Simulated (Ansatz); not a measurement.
**InGaTe3: what a guessed cell relaxes into, part 1 of 2**

Where does this trial cell of InGaTe3 go when cell and atoms are let free?

Computed with Ansatz 0.2.0 (DFT PBE, scalar-relativistic, plane waves, PAW, unless a step's input says otherwise).

### 1 The starting structure

Symmetry: Pm-3m, No. 221, cubic system. The conventional cell has a = 5.649 Å, b = 5.649 Å, c = 5.649 Å, α = 90.00°, β = 90.00°, γ = 90.00°. Around In (site symmetry m-3m) lie 12 Te at 3.99 Å. Ga (site symmetry m-3m) has 6 Te at 2.82 Å as nearest neighbours. Around Te (site symmetry 4/mmm) lie 2 Ga at 2.82 Å and 4 In at 3.99 Å.

Structure file:

```xyz
5
Lattice="5.6489 0.0000 0.0000 0.0000 5.6489 0.0000 0.0000 0.0000 5.6489" Properties=species:S:1:pos:R:3 pbc="T T T"
In    2.8244    2.8244    2.8244
Ga    0.0000    0.0000    0.0000
Te    2.8244    0.0000    0.0000
Te    0.0000    2.8244    0.0000
Te    0.0000    0.0000    2.8244
```

Recipe of the guess: random cell by space group and Wyckoff sites (Pm-3m, No. 221). The dimensions are guesses.

### 2 A first look at the guess

input.yaml reads:

```yaml
crystal:
  lattice:
    - [5.64887262, 0.0, 0.0]
    - [0.0, 5.64887262, 0.0]
    - [0.0, 0.0, 5.64887262]
  atoms:
    - { symbol: In, position: [0.5, 0.5, 0.5] }
    - { symbol: Ga, position: [0.0, 0.0, 0.0] }
    - { symbol: Te, position: [0.5, 0.0, 0.0] }
    - { symbol: Te, position: [0.0, 0.5, 0.0] }
    - { symbol: Te, position: [0.0, 0.0, 0.5] }
basis:
  ecutwfc: 420
kpoints:
  mp_grid: { grid: [4, 4, 4] }
hamiltonian:
  xc: pbe
scf:
  occupations: { method: gaussian, width: 0.1 }
  lower_state_search: "off"
output:
  forces: true
  stress: true
  eigenvalues: true
```

On the command line:

```console
$ ansatz run input.yaml --threads 1 --pin off --max-ram 2560MiB --backend cpu --events-out ev --progress --plain --runs-dir out
```

The log of the run (excerpt; [...] marks lines left out):

```text
[...]
SCF converged after 8 iterations
Free energy (F): -30319.824833 eV
[...]
E sigma→0 (E₀):  -30319.797405 eV
Entropy (-TS):   -0.054857 eV (-10.971 meV/atom)
Fermi energy:    6.083357 eV
[...]
--- Forces (eV/Å), atoms counted from 1 ---
  atom   1  In     0.00000000     0.00000000     0.00000000
  atom   2  Ga     0.00000000     0.00000000     0.00000000
  atom   3  Te     0.00000000    -0.00000000    -0.00000000
  atom   4  Te     0.00000000    -0.00000000     0.00000000
  atom   5  Te     0.00000000     0.00000000    -0.00000000
[...]
--- Stress (GPa, compression-positive) ---
       -2.346308       0.000000       0.000000
       -0.000000      -2.346308       0.000000
        0.000000      -0.000000      -2.346308
  P = ⅓ Tr σ = -2.3463 GPa (-23.463 kbar)
--- Band table (eV; the first three rows and the last of 10) ---
[...]
```

It took 2.1 s on 1 thread of AMD EPYC 9R45 (Zen 5), shared host; peak memory 0.51 GiB.

From the probe: pressure -2.3 GPa, largest force 0.00 eV/Å, gap on this mesh none (metal). A cheap, loose relaxation comes first.

### 3 Coarse relaxation

input.yaml: that of step 2 with these lines changed.

```diff
@@ -24 +24,6 @@
   eigenvalues: true
+relax:
+  adjacent_minimum: "off"
+  f_tol: 0.04
+  max_steps: 70
+  cell: { stress_tol: 0.4 }
```

On the command line:

```console
$ ansatz run input.yaml --threads 1 --pin off --max-ram 2560MiB --backend cpu --events-out ev --progress --plain --runs-dir out
```

The log of the run:

```text
Warning: RAYON_NUM_THREADS=1 ignored (pool sized by the plan → 1); use --threads N
Engine: ansatz 0.2.0, x86_64-unknown-linux-gnu
Pseudopotentials: kind: paw
Pseudopotential: In, paw, valence charge 13, recommended cutoff 420 eV (normal), In.paw.azcp
Pseudopotential: Ga, paw, valence charge 13, recommended cutoff 420 eV (normal), Ga.paw.azcp
Pseudopotential: Te, paw, valence charge 16, recommended cutoff 420 eV (normal), Te.paw.azcp
Functional definition: PBE
  parameter kappa = 0.804
  parameter beta = 0.06672455060314922
  exchange = pbe_x(kappa = kappa, mu = beta*pi^2/3)
  correlation = pbe_c(beta = beta)
Crystal: 5 atoms, lattice volume = 180.254 Å³
Basis set: ecut = 420 eV, 3575 PW (Γ), exchange–correlation on 80×80×80 points (8 copies of the dense FFT grid, shifted against one another)
Bands: 45, of which v1, the nominal top of the filled ones, is band 37 counted from 1 (36 counted from 0)
Symmetry: 48 space group operations
Space group: Pm-3m (ITA 221), of the structure as read, at distance tolerance 5.6e-5 Å
k-points: 10 of 64
Non-local potential: In, projectors of the file, l = 0: 2, l = 1: 2, l = 2: 2, l = 3: 2
Non-local potential: Ga, projectors of the file, l = 0: 2, l = 1: 2, l = 2: 3, l = 3: 1
Non-local potential: Te, projectors of the file, l = 0: 2, l = 1: 2, l = 2: 2, l = 3: 2
PAW form: soft (Blöchl's): semilocal exchange-correlation on the pseudo side does not see the compensation charge
PAW one-centre angular grid: In, 590 points (default); XC on 64 Gauss nodes
PAW one-centre angular grid: Ga, 590 points (default); XC on 64 Gauss nodes
PAW one-centre angular grid: Te, 590 points (default); XC on 64 Gauss nodes
Initial density: superposition of atomic densities (neutral atoms: chi_scale 0, normalization atom), corrected by the library's trained network
Initial wavefunctions: pseudopotential atomic-orbital guess
Functional: x = pbe(κ = 0.804, μ = 0.2195149727645171), c = pbe(β = 0.06672455060314922)
SCF iter   1: F=—  HF=-30319.826857 eV  |F-HF|=—  |Δ(HF+E_count)|=         —  Δρ=1.91e-3  dr2=6.24e-3  ethr=1.77e-3  ⟨swp⟩=7.1  Hψ=1788  notcnv=0  defer=2
preconditioner: auto → LDOS  [metal: Δε(μ)=0.041 eV  Ē_g=12.236 eV  σ=0.100 eV  W_gap=0.22  n_scr=32 (ndim 8)  ℏωp=18.3 eV  f_vac=0.022  D(μ)=10.86/eV (n_scr^D=92)  β→1.0]
SCF iter   2: F=—  HF=-30319.825759 eV  |F-HF|=—  |Δ(HF+E_count)|=   1.10e-3  Δρ=1.09e-3  dr2=2.50e-3  ethr=8.44e-6  ⟨swp⟩=2.0  Hψ=904  notcnv=0  defer=2
SCF iter   3: F=—  HF=-30319.824888 eV  |F-HF|=—  |Δ(HF+E_count)|=   8.71e-4  Δρ=4.02e-4  dr2=3.28e-4  ethr=3.37e-6  ⟨swp⟩=2.0  Hψ=805  notcnv=0  defer=2
SCF iter   4: F=—  HF=-30319.824918 eV  |F-HF|=—  |Δ(HF+E_count)|=   2.97e-5  Δρ=2.31e-4  dr2=6.65e-5  ethr=4.43e-7  ⟨swp⟩=2.0  Hψ=648  notcnv=0  defer=2
SCF iter   5: F=—  HF=-30319.824837 eV  |F-HF|=—  |Δ(HF+E_count)|=   8.07e-5  Δρ=6.47e-5  dr2=9.16e-6  ethr=8.98e-8  ⟨swp⟩=2.0  Hψ=640  notcnv=0  defer=2
SCF iter   6: F=—  HF=-30319.824833 eV  |F-HF|=—  |Δ(HF+E_count)|=   3.47e-6  Δρ=2.83e-5  dr2=2.15e-6  ethr=1.24e-8  ⟨swp⟩=2.1  Hψ=649  notcnv=0  defer=2
SCF iter   7: F=—  HF=-30319.824833 eV  |F-HF|=—  |Δ(HF+E_count)|=   8.97e-8  Δρ=8.96e-6  dr2=2.72e-7  ethr=2.91e-9  ⟨swp⟩=2.0  Hψ=621  notcnv=0  defer=2
SCF iter   8: F=-30319.824833 eV  HF=-30319.824833 eV  |F-HF|=1.81e-9  |Δ(HF+E_count)|=   4.73e-8  Δρ=2.14e-6  dr2=1.81e-8  ethr=1.35e-10  ⟨swp⟩=10.4  Hψ=1881  notcnv=0
SCF 1 converged in 8 iterations: F = -30319.824833 eV  dr2 = 1.81e-8
relax step   1: F+E_penalty+E_count = -30319.82483344 eV  Δ(F+E_penalty+E_count) = +0.000e0 eV  max|allowed force component| = 5.572e-29 eV/Å  Δτ_max = 0.0000 Å  P = -2.346 GPa  Ω = 180.254 Å³  (8 SCF iters, dr2 threshold 1.00e-7 eV, accepted)
Crystal: 5 atoms, lattice volume = 169.606 Å³
Basis set: ecut = 420 eV, 3287 PW (Γ), exchange–correlation on 80×80×80 points (8 copies of the dense FFT grid, shifted against one another)
Initial density: handed on by an earlier stage of this run
Initial wavefunctions: those handed on with the density
iter 1 solved again at ethr=6.10e-6 eV; its pass at ethr=3.10e-3 eV (dr2=4.51e-3 eV) is discarded
SCF iter   1: F=—  HF=-30319.938815 eV  |F-HF|=—  |Δ(HF+E_count)|=         —  Δρ=1.17e-3  dr2=4.85e-3  ethr=6.10e-6  ⟨swp⟩=2.1  Hψ=2301  notcnv=0
preconditioner: auto → LDOS  [metal: Δε(μ)=0.042 eV  Ē_g=12.436 eV  σ=0.100 eV  W_gap=0.23  n_scr=32 (ndim 8)  ℏωp=18.9 eV  f_vac=0.014  D(μ)=10.71/eV (n_scr^D=92)  β→1.0]
SCF iter   2: F=—  HF=-30319.937308 eV  |F-HF|=—  |Δ(HF+E_count)|=   1.51e-3  Δρ=4.85e-4  dr2=3.37e-4  ethr=6.10e-6  ⟨swp⟩=2.0  Hψ=673  notcnv=0
SCF iter   3: F=—  HF=-30319.937491 eV  |F-HF|=—  |Δ(HF+E_count)|=   1.83e-4  Δρ=4.65e-4  dr2=2.89e-4  ethr=4.55e-7  ⟨swp⟩=2.0  Hψ=665  notcnv=0
SCF iter   4: F=—  HF=-30319.937309 eV  |F-HF|=—  |Δ(HF+E_count)|=   1.83e-4  Δρ=1.02e-4  dr2=1.72e-5  ethr=3.91e-7  ⟨swp⟩=2.0  Hψ=664  notcnv=0
SCF iter   5: F=—  HF=-30319.937301 eV  |F-HF|=—  |Δ(HF+E_count)|=   7.30e-6  Δρ=4.69e-5  dr2=3.32e-6  ethr=2.33e-8  ⟨swp⟩=2.0  Hψ=674  notcnv=0
SCF iter   6: F=-30319.937300 eV  HF=-30319.937300 eV  |F-HF|=9.17e-10  |Δ(HF+E_count)|=   8.71e-7  Δρ=1.08e-5  dr2=3.28e-7  ethr=6.76e-10  ⟨swp⟩=5.7  Hψ=2050  notcnv=0
SCF 2 converged in 6 iterations: F = -30319.937300 eV  dr2 = 3.28e-7
relax step   2: F+E_penalty+E_count = -30319.93730041 eV  Δ(F+E_penalty+E_count) = -1.125e-1 eV  max|allowed force component| = 2.924e-29 eV/Å  Δτ_max = 0.0000 Å  P = -0.891 GPa  Ω = 169.606 Å³  energy of the carried Pulay correction = +1.775e-3 eV  (6 SCF iters, dr2 threshold 5.00e-7 eV, accepted)
Crystal: 5 atoms, lattice volume = 163.690 Å³
Basis set: ecut = 420 eV, 3191 PW (Γ), exchange–correlation on 80×80×80 points (8 copies of the dense FFT grid, shifted against one another)
iter 1 solved again at ethr=1.99e-6 eV; its pass at ethr=3.10e-3 eV (dr2=1.47e-3 eV) is discarded
SCF iter   1: F=—  HF=-30319.952365 eV  |F-HF|=—  |Δ(HF+E_count)|=         —  Δρ=6.79e-4  dr2=1.58e-3  ethr=1.99e-6  ⟨swp⟩=2.1  Hψ=2298  notcnv=0
preconditioner: auto → Kerker (q_TF=auto, 2.390 Å⁻¹)  [metal: Δε(μ)=0.039 eV  Ē_g=12.530 eV  σ=0.100 eV  W_gap=0.21  n_scr=32 (ndim 8)  ℏωp=19.3 eV  f_vac=0.010  D(μ)=10.77/eV (n_scr^D=122)]
SCF iter   2: F=—  HF=-30319.952102 eV  |F-HF|=—  |Δ(HF+E_count)|=   2.63e-4  Δρ=4.25e-4  dr2=6.83e-4  ethr=1.99e-6  ⟨swp⟩=1.0  Hψ=450  notcnv=0
SCF iter   3: F=—  HF=-30319.951934 eV  |F-HF|=—  |Δ(HF+E_count)|=   1.68e-4  Δρ=1.22e-4  dr2=3.89e-5  ethr=9.22e-7  ⟨swp⟩=2.0  Hψ=674  notcnv=0
SCF iter   4: F=—  HF=-30319.951914 eV  |F-HF|=—  |Δ(HF+E_count)|=   2.07e-5  Δρ=7.03e-5  dr2=1.56e-5  ethr=5.26e-8  ⟨swp⟩=2.0  Hψ=658  notcnv=0
SCF iter   5: F=—  HF=-30319.951911 eV  |F-HF|=—  |Δ(HF+E_count)|=   2.24e-6  Δρ=2.13e-5  dr2=2.18e-6  ethr=2.11e-8  ⟨swp⟩=2.0  Hψ=638  notcnv=0
SCF iter   6: F=-30319.951911 eV  HF=-30319.951911 eV  |F-HF|=1.02e-7  |Δ(HF+E_count)|=   4.60e-7  Δρ=6.10e-6  dr2=1.35e-7  ethr=6.76e-10  ⟨swp⟩=7.3  Hψ=1965  notcnv=0
SCF 3 converged in 6 iterations: F = -30319.951911 eV  dr2 = 1.35e-7
relax step   3: F+E_penalty+E_count = -30319.95191071 eV  Δ(F+E_penalty+E_count) = -1.461e-2 eV  max|allowed force component| = 2.566e-29 eV/Å  Δτ_max = 0.0000 Å  P = +0.194 GPa  Ω = 163.690 Å³  energy of the carried Pulay correction = +2.824e-3 eV  (6 SCF iters, dr2 threshold 5.00e-7 eV, accepted)
Initial wavefunctions: pseudopotential atomic-orbital guess (no wavefunctions were taken with the density)
iter 1 solved again at ethr=3.51e-7 eV; its pass at ethr=3.10e-3 eV (dr2=2.60e-4 eV) is discarded
SCF iter   1: F=—  HF=-30319.949109 eV  |F-HF|=—  |Δ(HF+E_count)|=         —  Δρ=1.10e-4  dr2=4.28e-6  ethr=3.51e-7  ⟨swp⟩=3.0  Hψ=2954  notcnv=0
preconditioner: auto → Kerker (q_TF=auto, 2.390 Å⁻¹)  [metal: Δε(μ)=0.037 eV  Ē_g=12.516 eV  σ=0.100 eV  W_gap=0.21  n_scr=32 (ndim 8)  ℏωp=19.3 eV  f_vac=0.009  D(μ)=10.88/eV (n_scr^D=122)]
SCF iter   2: F=—  HF=-30319.949106 eV  |F-HF|=—  |Δ(HF+E_count)|=   3.31e-6  Δρ=7.32e-5  dr2=3.11e-6  ethr=5.78e-9  ⟨swp⟩=2.3  Hψ=795  notcnv=0
SCF iter   3: F=—  HF=-30319.949107 eV  |F-HF|=—  |Δ(HF+E_count)|=   1.13e-6  Δρ=1.65e-5  dr2=1.63e-7  ethr=4.20e-9  ⟨swp⟩=2.0  Hψ=628  notcnv=0
SCF iter   4: F=—  HF=-30319.949107 eV  |F-HF|=—  |Δ(HF+E_count)|=   2.01e-7  Δρ=5.47e-6  dr2=5.28e-8  ethr=2.20e-10  ⟨swp⟩=2.0  Hψ=660  notcnv=0
SCF iter   5: F=—  HF=-30319.949107 eV  |F-HF|=—  |Δ(HF+E_count)|=   7.00e-9  Δρ=1.49e-6  dr2=6.65e-9  ethr=7.13e-11  ⟨swp⟩=2.0  Hψ=641  notcnv=0
SCF iter   6: F=-30319.949107 eV  HF=-30319.949107 eV  |F-HF|=1.60e-10  |Δ(HF+E_count)|=   2.49e-9  Δρ=3.56e-7  dr2=5.52e-10  ethr=4.32e-12  ⟨swp⟩=6.7  Hψ=1781  notcnv=0
SCF 4 converged in 6 iterations: F = -30319.949107 eV  dr2 = 5.52e-10
relax step   4: F+E_penalty+E_count = -30319.94910671 eV  Δ(F+E_penalty+E_count) = +2.804e-3 eV  max|allowed force component| = 2.824e-29 eV/Å  Δτ_max = 0.0000 Å  P = +0.191 GPa  Ω = 163.690 Å³  stress off target by 1.91e-1 GPa  SCF on the basis re-selected at this cell (its energy is not comparable with the rows above)  (6 SCF iters)
basis re-selected at this cell: Δ(F+E_penalty+E_count) = +2.804e-3 eV, ΔP = -0.003 GPa vs the last step (what re-selecting the basis moved, of the pressure what is left beyond the Pulay correction that the steps carried, after the strain that the cell walked since its last selection, with what the two solves' SCF thresholds leave and, on support functions, any second-order correction that the steps lacked; it is no measure of the basis error at this ecutwfc). This SCF's stress stands 1.91e-1 GPa from its target on what of the cell is left free (relax.cell.stress_tol is 4.00e-1 GPa) and its largest allowed force component is 2.82e-29 eV/Å (relax.f_tol is 4.00e-2 eV/Å): within both
SCF converged after 6 iterations
Free energy (F): -30319.949107 eV
Harris-Foulkes:  -30319.949107 eV  (|F-HF|=1.60e-10)
Internal energy: -30319.894702 eV  (E = F + TS)
E sigma→0 (E₀):  -30319.921904 eV
Entropy (-TS):   -0.054405 eV (-10.881 meV/atom)
Fermi energy:    7.255281 eV
--- Per-component energies (eV) ---
  E_band       = -956.810754
  E_kinetic    = 892.718199
  E_local      = -7628.392953  (includes V_loc(G=0)·N_el)
  E_nonlocal   = -140.050362
  E_hartree    = 4115.759964
  E_xc         = -655.357454
  E_vxc        = -466.460414  (∫ρ·V_xc dr)
  E_paw        = -20125.512441  (= ΣΔE_a)
  E_vpaw       = -1846.145199  (= ΣTr[D̂ρ^β])
  E_aug_tail   = -0.000669  (compensation charges beyond the density's cutoff)
  E_ewald      = -6779.058986
  E_smearing   = -0.054405  (= −TS)
  E_closure    = 0.000000  (closes the sum)
  Σ components = -30319.949107   (vs F -30319.949107, Δ=0.00e0)
--- Forces (eV/Å), atoms counted from 1 ---
  atom   1  In     0.00000000     0.00000000    -0.00000000
  atom   2  Ga     0.00000000     0.00000000     0.00000000
  atom   3  Te     0.00000000    -0.00000000     0.00000000
  atom   4  Te     0.00000000    -0.00000000    -0.00000000
  atom   5  Te     0.00000000     0.00000000    -0.00000000
  max |Σ_I F_I| component: 4.61e-29 eV/Å
--- Stress (GPa, compression-positive) ---
        0.190793      -0.000000      -0.000000
        0.000000       0.190793      -0.000000
       -0.000000      -0.000000       0.190793
  P = ⅓ Tr σ = 0.1908 GPa (1.908 kbar)
--- Band table (eV; the first three rows and the last of 10) ---
  k-point 0: bands = ["-29.2458", "-29.2400", "-29.2400", "-29.2137", "-29.2137", "-29.2137", "-29.2041", "-29.2041", "-29.2041", "-29.1515", "-29.1515", "-29.1513", "-29.1513", "-29.1513", "-29.1470", "-7.7777", "-7.7777", "-7.6667", "-7.6667", "-7.6667", "-6.8745", "-6.8745", "-6.8718", "-6.8718", "-6.8718", "-4.9165", "-2.5036", "-2.5036", "2.8221", "2.8221", "2.8221", "3.1194", "4.8916", "6.6397", "6.6397", "6.6397", "6.7138", "6.7138", "6.7138", "11.5316", "11.5316", "11.5316", "11.9299", "11.9299", "11.9387"]
  k-point 1: bands = ["-29.2450", "-29.2405", "-29.2399", "-29.2137", "-29.2123", "-29.2123", "-29.2055", "-29.2055", "-29.2041", "-29.1515", "-29.1513", "-29.1513", "-29.1513", "-29.1509", "-29.1476", "-7.7776", "-7.7685", "-7.6678", "-7.6678", "-7.6667", "-6.8739", "-6.8732", "-6.8726", "-6.8726", "-6.8718", "-4.7154", "-2.9204", "-2.4935", "2.2186", "2.9952", "2.9952", "3.7429", "5.0687", "6.1039", "6.1039", "6.3606", "6.7896", "6.7896", "7.8689", "10.1620", "10.9296", "10.9296", "12.1449", "12.9590", "12.9838"]
  k-point 2: bands = ["-29.2439", "-29.2414", "-29.2399", "-29.2137", "-29.2089", "-29.2089", "-29.2089", "-29.2089", "-29.2041", "-29.1515", "-29.1513", "-29.1513", "-29.1513", "-29.1500", "-29.1485", "-7.7774", "-7.7593", "-7.6690", "-7.6690", "-7.6667", "-6.8734", "-6.8734", "-6.8734", "-6.8719", "-6.8718", "-4.3778", "-3.4608", "-2.4832", "2.3239", "3.0274", "3.2161", "3.2161", "5.5669", "5.5669", "6.1236", "6.7332", "6.9145", "6.9145", "8.2972", "9.8925", "10.4947", "10.4947", "11.1265", "12.4582", "14.0717"]
  k-point 9: bands = ["-29.2416", "-29.2416", "-29.2416", "-29.2095", "-29.2095", "-29.2095", "-29.2082", "-29.2082", "-29.2082", "-29.1528", "-29.1506", "-29.1506", "-29.1498", "-29.1498", "-29.1498", "-7.7475", "-7.7475", "-7.6713", "-7.6713", "-7.6713", "-6.8774", "-6.8774", "-6.8774", "-6.8693", "-6.8693", "-3.3242", "-3.3242", "-3.3242", "-0.8639", "3.4877", "3.8610", "3.8610", "3.8610", "7.1814", "7.1814", "8.1007", "8.1007", "8.1007", "10.0367", "10.0367", "10.0367", "11.4019", "11.6390", "11.6390", "11.6390"]
--- Relaxed structure (3 steps of the walk, 3 accepted, 1 SCFs on fresh bases) ---
  F+E_penalty+E_count = -30319.94910671 eV   max|allowed force component| = 2.824e-29 eV/Å   (the final SCF, on the basis selected at the relaxed cell)
  cell:  # Å, volume = 163.6902 Å³
    - [5.470255187709173, 1.925929944387236e-33, 2.6963019221421302e-33]
    - [3.980255218400287e-33, 5.470255187709174, -1.2839532962581572e-34]
    - [1.6691392851356043e-33, -1.2839532962581572e-34, 5.470255187709173]
  atoms:
    - { symbol: In, position: [0.5, 0.49999999999999994, 0.5] }
    - { symbol: Ga, position: [1.5910560705251687e-35, 7.813221774674637e-37, 2.4149958213581625e-36] }
    - { symbol: Te, position: [0.5, -2.841171553180476e-37, 2.4149958213529927e-36] }
    - { symbol: Te, position: [-1.2501154839815504e-35, 0.49999999999999994, 1.7047029327462093e-36] }
    - { symbol: Te, position: [-1.8183497949150516e-35, 1.846761510466144e-36, 0.5] }
```

Run time: 8.4 s. Hardware: 1 thread of AMD EPYC 9R45 (Zen 5), shared host; peak memory 0.53 GiB.

Relaxation path:

```
step  energy from step 1 (eV/cell)  largest force component (eV/Å)  pressure (GPa)  volume (Å³)
   1                        0.0000                          0.0000           -2.35       180.25
   2                       -0.1125                          0.0000           -0.89       169.61
   3                       -0.1271                          0.0000            0.19       163.69
   4                       -0.1243                          0.0000            0.19       163.69
```

Step 1 is the start. Step 4 repeats the geometry before it on a plane-wave basis chosen anew for that cell, so its energy need not be comparable with the rows above.

|  | before | after | change |
| --- | --- | --- | --- |
| a (Å) | 5.649 | 5.470 | -3.2 % |
| b (Å) | 5.649 | 5.470 | -3.2 % |
| c (Å) | 5.649 | 5.470 | -3.2 % |
| volume (Å³/atom) | 36.05 | 32.74 | -9.2 % |
| shortest distance (Å) | 2.824 | 2.735 | -3.2 % |
| space group (0.01 Å) | Pm-3m | Pm-3m | same |

Forces and stress were held to the start's 48 operations: a distortion of lower symmetry was not tested.

(Continued in part 2 of 2.)
